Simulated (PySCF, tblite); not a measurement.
**C4H13BN2Si: geometry, infrared bands and NMR shifts**

Wanted: the infrared bands and NMR shifts of C4H13BN2Si (`C[Si@@H](N)BNC1CC1`), by calculation.

The runs use tblite 0.8.0 and PySCF 2.14.0, with density-fitted response routines of our own; the level of theory stands in each step. All values are computed, except where a source is named. Atoms are numbered from 0 throughout.

### Step 1. The molecule as given

21 atoms, charge 0, multiplicity 1; geometry from: force field or distance geometry start.

Bonds of the start (Å): C0–Si1 1.88, Si1–N2 1.78, Si1–B3 1.95, B3–N4 1.54, N4–C5 1.46, C5–C6 1.52, C6–C7 1.51, C7–C5 1.51, C0–H8 1.11, C0–H9 1.10, C0–H10 1.12, Si1–H11 1.46, N2–H12 1.05, N2–H13 1.05, B3–H14 1.18, N4–H15 1.05, C5–H16 1.12, C6–H17 1.12, C6–H18 1.11, C7–H19 1.11, C7–H20 1.10.

### Step 2. Relaxing the molecule with GFN2-xTB

What the job is given:

```
{"job": {"kind": "relax", "xc": "GFN2-xTB", "basis": "xTB"}, "charge": 0, "multiplicity": 1}
C     -1.905900    -1.425000    -0.429400
Si    -1.804800     0.386400    -0.906300
N     -3.307200     1.209000    -0.432900
B     -0.301500     1.214100     0.010700
N      0.566800     0.373400     0.965000
C      1.942400     0.424100     0.479300
C      2.787500    -0.720400     1.011500
C      2.334700    -0.722000    -0.429600
H     -2.032700    -1.515700     0.671400
H     -0.993000    -1.947700    -0.737100
H     -2.790300    -1.881900    -0.939000
H     -1.606500     0.492400    -2.347200
H     -3.393800     1.160400     0.614500
H     -3.191600     2.220300    -0.682500
H     -0.080500     2.364800    -0.140700
H      0.538100     0.846000     1.903100
H      2.472000     1.405500     0.386700
H      2.250600    -1.460500     1.658700
H      3.863200    -0.483000     1.151500
H      1.520700    -1.449600    -0.646900
H      3.123000    -0.473600    -1.161100
```

Started as:

```bash
> OMP_NUM_THREADS=1 python probes_run.py task.json out
```

One launch serves the whole session: the jobs run in the order shown.

**Question.** This job is followed by: GFN2-xTB harmonic vibrations, gas phase; GIAO PBE0/pcSseg-1 NMR shielding, non-relativistic, gas phase. Predict these results of the whole session: strongest single infrared mode (GFN2-xTB); zero-point energy (GFN2-xTB); 13C shifts against TMS (PBE0/pcSseg-1); 1H shifts against TMS (PBE0/pcSseg-1, means over atoms taken as alike); 29Si shifts against TMS (PBE0/pcSseg-1); 15N shifts against NH3 (PBE0/pcSseg-1); 11B shifts against BF3·OEt2 (PBE0/pcSseg-1).

As calculated:

| quantity | value |
| --- | --- |
| strongest single infrared mode (GFN2-xTB) | 2091 cm⁻¹, 462 km/mol |
| zero-point energy (GFN2-xTB) | 107.5 kcal/mol |
| 13C shifts against TMS (PBE0/pcSseg-1) | 38.1, 10.2, 10.1, -5.3 ppm |
| 1H shifts against TMS (PBE0/pcSseg-1, means over atoms taken as alike) | 5.45, 4.88, 3.98, 2.80, 0.74, 0.73, 0.31, 0.29, 0.00, -0.46 ppm |
| 29Si shifts against TMS (PBE0/pcSseg-1) | -27.0 ppm |
| 15N shifts against NH3 (PBE0/pcSseg-1) | 175.0, 5.3 ppm |
| 11B shifts against BF3·OEt2 (PBE0/pcSseg-1) | 40.2 ppm |

Over 138 steps the energy fell by 1.957 eV; of the close pairs, B3–N4 changed most, 1.540 to 1.382 Å. No mode is imaginary among the 57: a minimum at this level. The strongest single mode, at 2091 cm⁻¹, moves mainly H11. GFN2-xTB is a fitted tight-binding method: band positions and strengths are rough. Its intensities can rank the bands wrongly. At PBE0/pcSseg-1: Shielding is most anisotropic at N4 (span 191 ppm, paramagnetic term -232 ppm).
